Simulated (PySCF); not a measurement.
# HfHOH: relaxation and vibrations of the triplet

Aim: relax HfHOH as a triplet from a linear start, check by its vibrations whether the end is a minimum, and collect its spectrum and constants.

Computed with PySCF 2.14.0. Level: PBE0, basis Hf def2-TZVP with ECP60, H def2-TZVP, O def2-TZVP, scalar-relativistic core potentials, no spin–orbit coupling, density fitting.

## 1. The system as given

4 atoms, charge 0, spin multiplicity 3.

Bond lengths: Hf1–H2 1.840 Å, Hf1–O3 2.150 Å, O3–H4 0.960 Å. Angles: H2–Hf1–O3 180.0°, Hf1–O3–H4 130.0°.

```xyz
4
charge 0 multiplicity 3
Hf    0.0000    0.0000    0.0000
H     0.0000    0.0000    1.8400
O     0.0000    0.0000   -2.1500
H     0.7354    0.0000   -2.7671
```

## 2. First SCF at the start

The steps below are one call of a driver around PySCF. For each, scf.py gives the equivalent set-up of the SCF; relaxations use the driver's own optimiser. After this first run the driver tries any further starts and a stability analysis.

Input file scf.py:

```python
from pyscf import gto, scf, dft
mol = gto.M(atom='''
Hf     0.000000     0.000000     0.000000
H      0.000000     0.000000     1.840000
O      0.000000     0.000000    -2.150000
H      0.735400     0.000000    -2.767100''',
    basis={'Hf': 'def2-TZVP', 'H': 'def2-TZVP', 'O': 'def2-TZVP'},
    ecp={'Hf': 'def2-TZVP'},
    charge=0, spin=2)
mf = dft.UKS(mol, xc='PBE0')
mf.grids.atom_grid = (50, 194)
aux = {'Hf': 'def2-universal-JKFIT', 'H': 'def2-universal-JKFIT', 'O': 'def2-universal-JKFIT'}
mf = mf.density_fit(auxbasis=aux)
mf.conv_tol = 1e-08
mf.diis_space = 10
mf.max_cycle = 60
mf.init_guess = 'minao'
mf.verbose = 4
mf.kernel()
```

Run with:

```sh
> OMP_NUM_THREADS=2 python axn.py task.json out
```

Log:

```text
init E= -106.163581576852
[... the frontier-level lines of each cycle are left out ...]
cycle= 1 E= -124.10842037466  delta_E= -17.9  |g|= 0.64  |ddm|= 3.74
cycle= 2 E= -123.213792594901  delta_E= 0.895  |g|= 1.54  |ddm|= 1.28
cycle= 3 E= -124.26450242118  delta_E= -1.05  |g|= 0.18  |ddm|= 0.915
cycle= 4 E= -124.289386744397  delta_E= -0.0249  |g|= 0.0531  |ddm|= 0.34
cycle= 5 E= -124.294809033426  delta_E= -0.00542  |g|= 0.0216  |ddm|= 0.125
cycle= 6 E= -124.297945562742  delta_E= -0.00314  |g|= 0.0148  |ddm|= 0.0945
cycle= 7 E= -124.300338441912  delta_E= -0.00239  |g|= 0.0093  |ddm|= 0.106
cycle= 8 E= -124.30138300113  delta_E= -0.00104  |g|= 0.00457  |ddm|= 0.0832
cycle= 9 E= -124.301615730007  delta_E= -0.000233  |g|= 0.00254  |ddm|= 0.0409
cycle= 10 E= -124.301668159236  delta_E= -5.24e-05  |g|= 0.00078  |ddm|= 0.0274
cycle= 11 E= -124.301669387243  delta_E= -1.23e-06  |g|= 0.000218  |ddm|= 0.00282
cycle= 12 E= -124.301669552433  delta_E= -1.65e-07  |g|= 0.000104  |ddm|= 0.00112
cycle= 13 E= -124.301669578493  delta_E= -2.61e-08  |g|= 4.16e-05  |ddm|= 0.000512
cycle= 14 E= -124.30166958555  delta_E= -7.06e-09  |g|= 1.85e-05  |ddm|= 0.000268
Extra cycle  E= -124.301669586165  delta_E= -6.15e-10  |g|= 1.37e-05  |ddm|= 5.26e-05
converged SCF energy = -124.301669586165  <S^2> = 2.003753  2S+1 = 3.0025009
```

This step, with its further starts and checks, ran for 8.6 s (2 threads of Arm Neoverse V2, shared host).

The starts that the driver tried:

```tsv
start	energy (Eh)
the minimal-basis guess	-124.301670
a thermally smeared density	-124.301670
a smeared PBE density	-124.301690
```

The first run landed in a state that is too high. Following the other starts and the instabilities gains 0.1 kJ/mol (-124.30169 Eh), and the work goes on from there.

## 3. Relaxation: linear start, triplet

The program finds Cs symmetry in the start, which this walk keeps.

scf.py, as its differences from that of step 2:

```diff
@@ -3,4 +3,4 @@
-Hf     0.000000     0.000000     0.000000
-H      0.000000     0.000000     1.840000
-O      0.000000     0.000000    -2.150000
-H      0.735400     0.000000    -2.767100''',
+Hf    -0.003744     0.000000     0.178440
+H     -0.003744     0.000000     2.018440
+O     -0.003744     0.000000    -1.971560
+H      0.731656     0.000000    -2.588660''',
@@ -17 +16,0 @@
-mf.init_guess = 'minao'
```

Steps of the walk:

```tsv
step	energy (Eh)	change (kJ/mol)	largest symmetric gradient (Eh/bohr)
0	-124.301690	0.00	0.06817
1	-124.311463	-25.66	0.04202
2	-124.316665	-39.32	0.03838
3	-124.320144	-48.45	0.01208
4	-124.322871	-55.61	0.01266
5	-124.324177	-59.04	0.01367
6	-124.325649	-62.90	0.01182
7	-124.327593	-68.01	0.00445
8	-124.328317	-69.91	0.00665
9	-124.328624	-70.71	0.00310
10	-124.328731	-71.00	0.00493
11	-124.328866	-71.35	0.00275
12	-124.329074	-71.90	0.01558
13	-124.329280	-72.44	0.01221
14	-124.329516	-73.06	0.00731
15	-124.329577	-73.22	0.00272
16	-124.329605	-73.29	0.00231
17	-124.329641	-73.38	0.00179
18	-124.329676	-73.47	0.00142
19	-124.329702	-73.54	0.00099
20	-124.329707	-73.56	0.00020
21	-124.329707	-73.56	0.00008
```

The walk took 37 s.

Geometry (Å) and forces (eV/Å) at some steps:

```
step 0
Hf  -0.004   0.000   0.178  -0.343   0.000  -3.505
H   -0.004   0.000   2.018   0.135   0.000   0.985
O   -0.004   0.000  -1.972   0.446   0.000   2.594
H    0.732   0.000  -2.589  -0.238   0.000  -0.074
step 1
Hf  -0.022   0.000   0.127  -0.443   0.000  -2.161
H    0.006   0.000   2.007   0.177   0.000   0.671
O    0.015   0.000  -1.921   0.701   0.000   1.492
H    0.721   0.000  -2.577  -0.436   0.000  -0.002
step 11
Hf  -0.604   0.000   0.046  -0.072   0.000   0.142
H    0.325   0.000   1.685   0.029   0.000   0.029
O    0.251   0.000  -1.643  -0.097   0.000  -0.112
H    0.749   0.000  -2.452   0.139   0.000  -0.059
step 21
Hf  -0.613   0.000   0.042  -0.001   0.000  -0.002
H    0.373   0.000   1.650   0.000   0.000   0.002
O    0.112   0.000  -1.725   0.005   0.000  -0.004
H    0.849   0.000  -2.331  -0.003   0.000   0.004
```

End point (Cs, 21 steps, 73.6 kJ/mol gained): Hf–H 1.886 Å, Hf–O 1.910 Å, O–H 0.954 Å; H–Hf–O 126.2°, H–O–Hf 151.7°.

## 4. Frequencies

On the finer grid the gradient is checked again; gradients at displacements of ±0.02 bohr then give force constants and infrared intensities.

scf.py, as its differences from that of step 3:

```diff
@@ -3,4 +3,4 @@
-Hf    -0.003744     0.000000     0.178440
-H     -0.003744     0.000000     2.018440
-O     -0.003744     0.000000    -1.971560
-H      0.731656     0.000000    -2.588660''',
+Hf    -0.071192     0.000000     0.146637
+H      0.914763     0.000000     1.754460
+O      0.653460     0.000000    -1.620350
+H      1.390951     0.000000    -2.225934''',
@@ -11 +11 @@
-mf.grids.atom_grid = (50, 194)
+mf.grids.atom_grid = (75, 302)
@@ -14 +14 @@
-mf.conv_tol = 1e-08
+mf.conv_tol = 1e-10
```

The driver hands on the density of the step before, so the log starts near convergence.

Log of the central SCF (cycles and frontier levels):

```text
init E= -124.329737008787
[... the frontier-level lines of each cycle are left out ...]
cycle= 1 E= -124.329737008792  delta_E= -5.34e-12  |g|= 2.06e-06  |ddm|= 6.98e-06
Extra cycle  E= -124.329737008795  delta_E= -2.33e-12  |g|= 1.82e-06  |ddm|= 4.88e-06
converged SCF energy = -124.329737008795  <S^2> = 2.0033102  2S+1 = 3.002206
```

The whole step took 54 s.

Geometry: Cs; Hf–H 1.886 Å, Hf–O 1.910 Å, O–H 0.954 Å; H–Hf–O 126.2°, H–O–Hf 151.7°.

Harmonic modes (main isotopes):

```tsv
symmetry	ω (cm⁻¹)	IR (km/mol)	μ (u)
a'	310	72.5	1.04
a'	347	125	1.22
a''	350	118	1.15
a'	689	102	7.19
a'	1616	310	1.01
a'	3979	204	1.07
```

All wavenumbers are real: a minimum.

Constants and moments:

```yaml
Dipole_moment: 1.13 D
Highest_occupied_level: -4.34 eV
Lowest_empty_level: -1.76 eV
Rotational_constants: 6.712, 0.272, 0.2614 cm⁻¹
Zero-point_energy: 43.6 kJ/mol
Principal_polarisabilities: 56.0, 78.1, 84.6 bohr³
Atomisation_energy_without_zero-point_energy: 1225 kJ/mol
Principal_traceless_quadrupole_moments_about_the_centre_of_mass: -9.05, -0.51, 9.56 D Å
Entropy_at_298.15_K_and_1_bar_electronic_part_spin_only: 287.7 J/(mol K)
Heat_capacity_Cp_at_298.15_K: 57.2 J/(mol K)
Enthalpy_at_298.15_K_above_0_K: 13.21 kJ/mol
Rotational_symmetry_number: 1
Spin_squared_⟨S²⟩: 2.003
```

Populations by atom (charges in e):

| atom | Mulliken | Löwdin | polar tensor | spin (Mulliken) | Mayer order to Hf1 |
| --- | --- | --- | --- | --- | --- |
| Hf1 | 0.55 | 0.34 | 0.79 | 2.03 | – |
| H2 | -0.21 | -0.20 | -0.32 | 0.01 | 0.95 |
| O3 | -0.67 | -0.30 | -0.81 | -0.04 | 1.10 |
| H4 | 0.33 | 0.16 | 0.34 | 0.00 | 0.04 |

Outer orbital energies (eV). α occupied: -36.04, -26.97, -14.09, -9.79, -9.68, -7.91, -5.04, -4.34; empty: -1.44, -1.03, -0.83, 0.27. β occupied: -36.01, -35.02, -34.99, -27.00, -14.07, -9.77, -9.70, -7.60; empty: -1.76, -0.52, -0.31, -0.18.

Mulliken populations on Hf1 (outside its core potential): s 2.97, p 6.32, d 2.11, f 0.05.

## 5. What came out

```
                                          quantity                                                                  value
                                           minimum                                                            triplet, Cs
                                          geometry  Hf–H 1.886 Å, Hf–O 1.910 Å, O–H 0.954 Å; H–Hf–O 126.2°, H–O–Hf 151.7°
                                wavenumbers (cm⁻¹)          310 (a'), 347 (a'), 350 (a''), 689 (a'), 1616 (a'), 3979 (a')
                                     dipole moment                                                                 1.13 D
highest occupied, lowest empty level (either spin)                                                        -4.34, -1.76 eV
                        polar-tensor charge of Hf1                                                                +0.79 e
                                 zero-point energy                                                            43.6 kJ/mol
                               entropy at 298.15 K                                                        287.7 J/(mol K)
         atomisation energy (no zero-point energy)                                                            1225 kJ/mol
                                              ⟨S²⟩                                                                  2.003
```

The molecule stays Cs, as typed, and the end point is a minimum. The strongest infrared band lies at 1616 cm⁻¹ (a'). Most of the spin sits on Hf1 (Mulliken spin 2.03, against 2 for the whole molecule). Other starts or spin states, not run here, may lie lower. One determinant may miss the lowest occupation of an open d or f shell. Spin–orbit coupling, left out here, can matter for elements this heavy.

The search up to here took 99 s.
